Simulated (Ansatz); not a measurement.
# ClH₄NOSSi: basis-set convergence

Aim: see how fast density functionals converge with the basis set for ClH₄NOSSi.

Method: one geometry, several basis sets; program: Ansatz 0.2.0, Gaussian basis.

Levels to be run: PBE0-D4/def2-SVP; ωB97M-V/def2-SVP; PBE0-D4/def2-QZVPP; ωB97M-V/def2-QZVPP; the functionals' def2-TZVPP values are taken from earlier runs.

**1. Structure used throughout**

The geometry comes from an earlier relaxation with PBE0-D4 in a triple-zeta def2 set; it is a stationary point, not always the lowest conformer.

SMILES `N[Si](O)(S)Cl`, 9 atoms, charge 0, spin multiplicity 1.

Atoms are counted from 1 here; the program's logs count them from 0.

Bond lengths: N1–Si2 1.686 Å, N1–H6 1.006 Å, N1–H7 1.007 Å, Si2–O3 1.633 Å, Si2–S4 2.121 Å, Si2–Cl5 2.058 Å, O3–H8 0.959 Å, S4–H9 1.344 Å. Angles: Si2–N1–H6 120.5°, Si2–N1–H7 121.5°, H6–N1–H7 113.0°, N1–Si2–O3 113.4°, N1–Si2–S4 110.4°, N1–Si2–Cl5 106.6°, O3–Si2–S4 106.4°, O3–Si2–Cl5 108.3°, S4–Si2–Cl5 111.8°, Si2–O3–H8 117.7°, Si2–S4–H9 94.0°.

**2. PBE0-D4 in def2-SVP**

Input file in.yaml:

```yaml
crystal:
  periodic: [false, false, false]
  atoms:
    - {symbol: N, position_ang: [0.781626, 1.078789, 0.534858]}
    - {symbol: Si, position_ang: [-0.171580, -0.235253, 0.078341]}
    - {symbol: O, position_ang: [0.395332, -1.666522, 0.622429]}
    - {symbol: S, position_ang: [-0.253693, -0.390038, -2.035482]}
    - {symbol: Cl, position_ang: [-2.034300, 0.076205, 0.895515]}
    - {symbol: H, position_ang: [1.654681, 1.262819, 0.069695]}
    - {symbol: H, position_ang: [0.745348, 1.456645, 1.467060]}
    - {symbol: H, position_ang: [-0.177338, -2.431956, 0.543156]}
    - {symbol: H, position_ang: [-0.851577, 0.803012, -2.192672]}
basis:
  gaussian: {orbitals: def2-SVP}
hamiltonian: {xc: pbe0, dispersion: d4}
output: {orbitals: {seedname: orbitals}}
```

Command:

```bash
$ ansatz run in.yaml --threads 4 --pin off --events-out ev --progress --plain --max-ram 10444MiB
```

Further steps of the session: ωB97M-V in def2-SVP; PBE0-D4 in def2-QZVPP; ωB97M-V in def2-QZVPP.

Q: Predict the results of all the runs planned. Wanted: PBE0-D4: double and triple zeta above quadruple; ωB97M-V: double and triple zeta above quadruple.

As calculated:

| quantity | value |
| --- | --- |
| PBE0-D4: double and triple zeta above quadruple | 16.87, 1.19 eV |
| ωB97M-V: double and triple zeta above quadruple | 16.84, 1.13 eV |

PBE0-D4 gains 15.67 eV from double to triple zeta, then 1.19 eV more. These are total energies; as a rule much of such shifts cancels in differences, which this series doesn't test. The LUMO of ωB97M-V is positive and keeps falling with the basis (2.74 to 1.32 eV): an unbound level that the basis holds in place.
